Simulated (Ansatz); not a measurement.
# InBS2: a closer look at a trial structure

Program: Ansatz 0.2.0. Level of theory: DFT PBE, scalar-relativistic, plane waves, PAW. These are calculated values, not measurements.

## Step 1: Starting point

Symmetry: P-3m1, No. 164, trigonal system. The conventional cell has a = 3.100 Å, b = 3.100 Å, c = 8.153 Å, α = 90.00°, β = 90.00°, γ = 120.00°. Around In (site symmetry -3m) lie 6 In at 3.10 Å and 6 S at 3.38 Å. B (site symmetry -3m) is surrounded by 6 S at 2.16 Å. S (site symmetry 3m) is surrounded by 3 B at 2.16 Å.

Structure file:

```xyz
4
Lattice="3.0995 0.0000 0.0000 -1.5498 2.6843 0.0000 0.0000 0.0000 8.1526" Properties=species:S:1:pos:R:3 pbc="T T T"
In    0.0000    0.0000    4.0763
B     0.0000    0.0000    0.0000
S     0.0000    1.7895    1.2037
S     1.5498    0.8948    6.9489
```

It is the end of an earlier relaxation with the same method, starting from a generated guess, and another structure or a mixture of phases may lie lower. At a tolerance of 0.05 Å it has space group P-3m1 (No. 164); it has 16.96 Å³/atom, an uncorrected energy of +0.25 eV/atom over the elements.

## Step 2: Bands, states and charges

Contents of input.yaml:

```yaml
crystal:
  lattice:
    - [3.0995119128, 0.0, 0.0]
    - [-1.5497559564, 2.6842560558, 0.0]
    - [0.0, 0.0, 8.1525861826]
  atoms:
    - { symbol: In, position: [0.0, 0.0, 0.5] }
    - { symbol: B, position: [0.0, 0.0, 0.0] }
    - { symbol: S, position: [0.3333333333, 0.6666666667, 0.1476420635] }
    - { symbol: S, position: [0.6666666667, 0.3333333333, 0.8523579365] }
basis:
  ecutwfc: 420
kpoints:
  mp_grid: { grid: [18, 18, 6] }
  band_path:
    path:
      - [[0.0, 0.0, 0.0], [0.5, 0.0, 0.0], [0.33333333, 0.33333333, 0.0], [0.0, 0.0, 0.0], [0.0, 0.0, 0.5], [0.5, 0.0, 0.5], [0.33333333, 0.33333333, 0.5], [0.0, 0.0, 0.5]]
      - [[0.5, 0.0, 0.5], [0.5, 0.0, 0.0]]
      - [[0.33333333, 0.33333333, 0.5], [0.33333333, 0.33333333, 0.0]]
    npoints: 14
hamiltonian:
  xc: pbe
scf:
  occupations: { method: gaussian, width: 0.1 }
  n_extra_bands: 10
output:
  forces: true
  stress: true
  eigenvalues: true
  populations: true
  dos: { projected: true, de: 0.02, nscf_kmesh: { grid: [22, 22, 8] } }
  bader: true
  write_density: true
  write_potential: true
  elf: true
  volumetric_format: npy
```

Started as:

```console
> ansatz run input.yaml --threads 1 --pin off --max-ram 2048MiB --backend cpu --events-out ev --progress --plain --runs-dir out
```

**Question.** How long does this run take on 1 thread of Arm Neoverse V1, shared host, and how much memory does it need?

About 68 s, with a peak of 0.63 GiB.
